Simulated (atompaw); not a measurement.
# Rhenium: generating and testing a PAW (atompaw) potential

Do these settings give a usable potential? It is generated, then checked for scattering, ghosts and hardness.

The numbers are computed with atompaw 4.2.0.5 (PBE, scalar-relativistic, spin-unpolarised reference atom).

9 further runs of the same task are left out: 9 set aside as unsound or not needed.

## (1) Starting point

Typed settings, in words:

| Item | Value |
| --- | --- |
| element | rhenium (Re, Z = 75) |
| type | PAW |
| frozen core | [Kr] 4d10 4f14 |
| valence charge | 15 |
| reference configuration | 5s2 5p6 5d5 6s2 6p0 |
| partial waves | 5s (bound); 6s (bound); 5p (bound); 6p (bound, empty); 5d (bound); 5d channel at 0.55 Ry |
| local potential | bessel scheme, radius 1.65 bohr |
| core correction | smooth core density matched at 1.30 bohr |
| augmentation charge | besselshape compensation charge, radius 2.05 bohr; PAW radius 2.50 bohr; waves and projectors: bloechl |

The outer shells as boxes (Hund's rule for the drawing; the calculation is spin-unpolarised):

```
[Kr] core
4d [↑↓][↑↓][↑↓][↑↓][↑↓]
4f [↑↓][↑↓][↑↓][↑↓][↑↓][↑↓][↑↓]
5s [↑↓]
5p [↑↓][↑↓][↑↓]
5d [↑ ][↑ ][↑ ][↑ ][↑ ]
6s [↑↓]
6p [  ][  ][  ]
```

## (2) Generation

The input, Re.input:

```
Re 75
GGA-PBE scalarrelativistic loggrid 2001 logderivrange -8 5 326
6 6 5 4 0 0
6 1 0
5 2 5
0 0 0
c
c
c
c
v
v
c
c
c
v
v
c
c
v
c
2
2.50 2.05 1.65 1.30
n
n
y
0.55
n
bloechl besselshape
bessel
PWSCFOUT
UPFDX 0.0125d0 UPFXMIN -7.d0 UPFZMESH 75.d0
END
```

On the command line:

```
$ atompaw < Re.input > Re.log
```

Before running it: what results should come out? Wanted: cutoffs for 10 and 1 mRy, occupied levels; bound ghosts; largest phase difference near zero energy, channels read; lowest eigenvalue of the overlap; share of valence orbitals outside the PAW sphere; UPF file.

**Answer**, as computed:

```
                                                quantity                                      value
               cutoffs for 10 and 1 mRy, occupied levels                            30 Ry and 35 Ry
                                            bound ghosts                                 none found
largest phase difference near zero energy, channels read                                  0.004 rad
         lowest eigenvalue of the overlap (Bessel basis)                                  0.530 (s)
        share of valence orbitals outside the PAW sphere  5s 0 %, 6s 67 %, 5p 1 %, 6p 92 %, 5d 21 %
                                                UPF file                                    written
```

The potential is soft on the atom at that tolerance: the looser tolerance needs 30 Ry. No bound ghost shows below the valence levels. Near zero energy the phases of the channels with partial waves agree within 0.004 rad. Note that the frozen 4f shell (-42 eV) lies higher than the valence 5s shell (-85 eV). All of this concerns the isolated atom, not yet a solid.
